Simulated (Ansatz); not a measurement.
# BClF2: ionisation energy by level of theory

Aim: the vertical ionisation energy of BClF2, as cation minus neutral at the neutral's geometry, on several levels, and how well −ε(HOMO) stands in for it.

Program: Ansatz 0.2.0, Gaussian basis. Level of theory: unrestricted cation, the program's frozen cores in correlated methods. These are calculated values, not measurements.

Plan: UKS PBE-D4/def2-TZVPP; UKS r2SCAN-D4/def2-TZVPP; UKS PBE0-D4/def2-TZVPP; UKS B3LYP-D4/def2-TZVPP; UKS wB97X-V/def2-TZVPP; UKS wB97M-V/def2-TZVPP; UKS B2PLYP/def2-TZVPP; UHF-CCSD(T)/def2-TZVPP; UHF-MP2/def2-QZVPP; extrapolation to the limit; then −ε(HOMO) from the neutral's earlier runs with LDA (SPW92), PBE-D4, revPBE-D4, BLYP-D4, r2SCAN-D4, B97M-V, PBE0-D4, B3LYP-D4, r2SCANh-D4, r2SCAN0-D4, HSE06-D4, BHLYP-D4, CAM-B3LYP-D4, LC-ωPBE, ωB97X-V, ωB97M-V.

## (1) The relaxed structure

The geometry comes from an earlier relaxation with PBE0-D4 in a triple-zeta def2 set; it is a stationary point.

SMILES `FB(F)Cl`, 4 atoms, charge 0, spin multiplicity 1.

Atoms are counted from 1 here; the program's logs count them from 0.

Bond lengths: F1–B2 1.310 Å, B2–F3 1.310 Å, B2–Cl4 1.740 Å. Angles: F1–B2–F3 119.0°, F1–B2–Cl4 120.5°, F3–B2–Cl4 120.5°.

## (2) Cation, UKS PBE-D4/def2-TZVPP

The input, in.yaml:

```yaml
crystal:
  periodic: [false, false, false]
  atoms:
    - {symbol: F, position_ang: [-0.173739, -1.254302, -0.546251]}
    - {symbol: B, position_ang: [-0.067061, -0.041341, -0.062036]}
    - {symbol: F, position_ang: [-1.011647, 0.830149, -0.317738]}
    - {symbol: Cl, position_ang: [1.307946, 0.405294, 0.905724]}
basis:
  gaussian: {orbitals: def2-TZVPP}
total_charge: 1
magnetization: {spin_polarized: true, initial_magnetization: 1}
hamiltonian: {xc: pbe, dispersion: d4}
```

Further steps of the session: Cation, UKS r2SCAN-D4/def2-TZVPP; Cation, UKS PBE0-D4/def2-TZVPP; Cation, UKS B3LYP-D4/def2-TZVPP; Cation, UKS wB97X-V/def2-TZVPP; Cation, UKS wB97M-V/def2-TZVPP; Cation, UKS B2PLYP (frozen core)/def2-TZVPP; Cation, UHF-CCSD(T)/def2-TZVPP; Cation, UHF-MP2/def2-QZVPP.

**Question.** What will the summary of the whole plan be? Wanted: ionisation energy, CCSD(T)/CBS; nearest functional by difference; nearest −ε(HOMO); −ε(HOMO) of PBE; T1 of the cation.

**Answer**, as computed:

| quantity | value |
| --- | --- |
| ionisation energy, CCSD(T)/CBS | 13.03 eV |
| nearest functional by difference | ωB97X-V (-0.13 eV) |
| nearest −ε(HOMO) | LC-ωPBE (-0.22 eV) |
| −ε(HOMO) of PBE | 8.36 eV |
| T1 of the cation | 0.018 |

What this shows: By cation minus neutral, the functionals miss by 0.57 eV at most. The PBE orbital energy is 4.7 eV too small: a semilocal HOMO is no ionisation energy. Among orbital estimates LC-ωPBE comes nearest. Hartree-Fock falls 1.14 eV short, as the neutral has more correlation energy than the cation.
